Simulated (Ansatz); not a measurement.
# TePd: the cost of one run

Computed with Ansatz 0.2.0 (DFT r2SCAN, scalar-relativistic, plane waves, PAW, unless a step's input says otherwise).

1 further run of the same task is left out (set aside as unsound or not needed).

## 1. The starting structure

Symmetry: P6_3/mmc, No. 194, hexagonal system. The conventional cell has a = 4.182 Å, b = 4.182 Å, c = 5.739 Å, α = 90.00°, β = 90.00°, γ = 120.00°. Te (site symmetry -6m2) has 6 Pd at 2.81 Å as nearest neighbours. Pd (site symmetry -3m) is surrounded by 6 Te at 2.81 Å and 2 Pd at 2.87 Å.

Coordinates:

```cif
data_structure
_symmetry_space_group_name_H-M 'P6_3/mmc'
_symmetry_Int_Tables_number 194
_cell_length_a 4.1823
_cell_length_b 4.1823
_cell_length_c 5.7389
_cell_angle_alpha 90.000
_cell_angle_beta 90.000
_cell_angle_gamma 120.000
_cell_volume 86.93
loop_
_atom_site_label
_atom_site_type_symbol
_atom_site_symmetry_multiplicity
_atom_site_Wyckoff_symbol
_atom_site_fract_x
_atom_site_fract_y
_atom_site_fract_z
_atom_site_occupancy
Te1 Te 2 c 0.33333 0.66667 0.25000 1
Pd1 Pd 2 a 0.00000 0.00000 0.00000 1
```

It is the result of an earlier relaxation at this level (volume 21.73 Å³/atom; gap on the mesh: none (metal)).

## 2. Electronic structure at the relaxed geometry

Contents of input.yaml:

```yaml
crystal:
  lattice:
    - [4.1822878571, 0.0, 0.0]
    - [-2.0911439286, 3.6219675302, 0.0]
    - [0.0, 0.0, 5.7389270224]
  atoms:
    - { symbol: Te, position: [0.3333333333, 0.6666666667, 0.25] }
    - { symbol: Te, position: [0.6666666667, 0.3333333333, 0.75] }
    - { symbol: Pd, position: [0.0, 0.0, 0.0] }
    - { symbol: Pd, position: [0.0, 0.0, 0.5] }
basis:
  ecutwfc: 500
kpoints:
  mp_grid: { grid: [12, 12, 8] }
  band_path:
    path:
      - [[0.0, 0.0, 0.0], [0.5, 0.0, 0.0], [0.33333333, 0.33333333, 0.0], [0.0, 0.0, 0.0], [0.0, 0.0, 0.5], [0.5, 0.0, 0.5], [0.33333333, 0.33333333, 0.5], [0.0, 0.0, 0.5]]
      - [[0.5, 0.0, 0.5], [0.5, 0.0, 0.0]]
      - [[0.33333333, 0.33333333, 0.5], [0.33333333, 0.33333333, 0.0]]
    npoints: 14
hamiltonian:
  xc: r2scan
scf:
  occupations: { method: gaussian, width: 0.1 }
  n_extra_bands: 10
output:
  forces: true
  stress: true
  eigenvalues: true
  populations: true
  dos: { projected: true, de: 0.02, nscf_kmesh: { grid: [18, 18, 12] } }
  bader: true
  write_density: true
  write_potential: true
  elf: true
  volumetric_format: npy
```

Started as:

```bash
ansatz run input.yaml --threads 1 --pin off --max-ram 2560MiB --backend cpu --events-out ev --progress --plain --runs-dir out
```

What time and memory should one allow on 1 thread of Intel Xeon at 2.50GHz (Skylake/Cascade Lake), shared host?

About 5.1 min, with a peak of 1.1 GiB.
